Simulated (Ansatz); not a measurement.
# CH4AlFN2: up Jacob's ladder to CCSD(T)

Aim: compute CH4AlFN2 with functionals from several rungs and with coupled cluster. The yardstick is the atomisation energy at the CCSD(T) limit.

Program: Ansatz 0.2.0, Gaussian basis. Level of theory: functionals in def2-TZVPP, the program's frozen cores in correlated methods. These are calculated values, not measurements.

The runs, in order: LDA (SPW92), PBE-D4, revPBE-D4, BLYP-D4, r2SCAN-D4, B97M-V, PBE0-D4, B3LYP-D4, r2SCANh-D4, r2SCAN0-D4, HSE06-D4, BHLYP-D4, CAM-B3LYP-D4, LC-ωPBE, ωB97X-V, ωB97M-V, B2PLYP, PBE-QIDH; CCSD(T)/def2-SVP; CCSD(T)/def2-TZVPP; MP2/def2-QZVPP; extrapolation to the limit; RPA on PBE.

## Step 1: The relaxed structure

The geometry comes from an earlier relaxation with PBE0-D4 in a triple-zeta def2 set; it is a stationary point, not always the lowest conformer.

9 atoms, charge 0, spin multiplicity 1.

Atoms are counted from 1 here; the program's logs count them from 0.

Bond lengths: N1–C2 1.264 Å, N1–H6 1.021 Å, C2–N3 1.388 Å, C2–H7 1.094 Å, N3–Al4 1.786 Å, N3–H8 1.011 Å, Al4–F5 1.646 Å, Al4–H9 1.566 Å. Angles: C2–N1–H6 112.5°, N1–C2–N3 128.7°, N1–C2–H7 117.6°, N3–C2–H7 113.6°, C2–N3–Al4 130.2°, C2–N3–H8 112.0°, Al4–N3–H8 117.8°, N3–Al4–F5 117.8°, N3–Al4–H9 120.7°, F5–Al4–H9 121.5°.

## Step 2: LDA

This LDA is Slater exchange with PW92 correlation.

Input file in.yaml:

```yaml
crystal:
  periodic: [false, false, false]
  atoms:
    - {symbol: N, position_ang: [0.868787, -0.641777, 1.621238]}
    - {symbol: C, position_ang: [1.191659, 0.037904, 0.605344]}
    - {symbol: N, position_ang: [0.409131, 0.398391, -0.483486]}
    - {symbol: Al, position_ang: [-1.303435, 0.040553, -0.841779]}
    - {symbol: F, position_ang: [-2.146184, -0.854877, 0.252850]}
    - {symbol: H, position_ang: [-0.105773, -0.944885, 1.595497]}
    - {symbol: H, position_ang: [2.219956, 0.405693, 0.547046]}
    - {symbol: H, position_ang: [0.926238, 0.947702, -1.156523]}
    - {symbol: H, position_ang: [-1.971781, 0.565196, -2.157287]}
basis:
  gaussian: {orbitals: def2-TZVPP}
hamiltonian: {xc: lda}
output: {orbitals: {seedname: orbitals}}
```

Run with:

```sh
ansatz run in.yaml --threads 2 --pin off --events-out ev --progress --plain --max-ram 4352MiB
```

After this run come: PBE-D4 (GGA); revPBE-D4 (GGA); BLYP-D4 (GGA); r2SCAN-D4 (meta-GGA); B97M-V (meta-GGA); PBE0-D4 (hybrid); B3LYP-D4 (hybrid); r2SCANh-D4 (hybrid); r2SCAN0-D4 (hybrid); HSE06-D4 (hybrid); BHLYP-D4 (hybrid); CAM-B3LYP-D4 (range-separated); LC-ωPBE (range-separated); ωB97X-V (range-separated); ωB97M-V (range-separated); B2PLYP (double hybrid); PBE-QIDH (double hybrid); CCSD(T) in def2-SVP; CCSD(T) in def2-TZVPP; MP2 in def2-QZVPP; RPA on PBE orbitals.

Q: Predict the results of all the runs planned. Wanted: atomisation energy, CCSD(T)/CBS; farthest beyond LDA; mean size of error, GGA; mean size of error, meta-GGA; mean size of error, hybrid; mean size of error, range-separated; mean size of error, double hybrid; gap, smallest and largest; T1 diagnostic.

As calculated:

```
                               quantity                                                                                 value
        atomisation energy, CCSD(T)/CBS                                                                         3420.3 kJ/mol
 functionals within 17.1 kJ/mol (0.5 %)  revPBE-D4, r2SCAN-D4, B97M-V, PBE0-D4, B3LYP-D4, HSE06-D4, LC-ωPBE, ωB97X-V, ωB97M-V
                    farthest beyond LDA                                                              BHLYP-D4 (-134.4 kJ/mol)
                mean size of error, GGA                                                                           47.7 kJ/mol
           mean size of error, meta-GGA                                                                            9.3 kJ/mol
             mean size of error, hybrid                                                                           49.9 kJ/mol
    mean size of error, range-separated                                                                           15.1 kJ/mol
      mean size of error, double hybrid                                                                           39.2 kJ/mol
              gap, smallest and largest                                             4.10 eV (LDA (SPW92)), 11.11 eV (LC-ωPBE)
                          T1 diagnostic                                                                                0.0138
triples share of the correlation energy                                                                                 3.8 %
```

What this shows: LDA overbinds by 533.9 kJ/mol (16 %). PBE-D4 misses by +95.7 kJ/mol. Double hybrids carry the basis error of their MP2 part in triple zeta, and no dispersion term here, so their miss is partly the set-up's. The rungs meta-GGA, range-separated miss on average by less than the doubt on the reference (17.1 kJ/mol), so they tie. The reference freezes the cores and leaves out relativity and excitations past (T), so misses under about 17.1 kJ/mol can't be ranked. Hartree-Fock recovers 68 % of the binding; the rest is correlation. CCSD(T) in def2-SVP is off by -235.7 kJ/mol, so the small basis spoils what the method gains. Orbital gaps span 4.1 to 11.1 eV; exact exchange widens them.
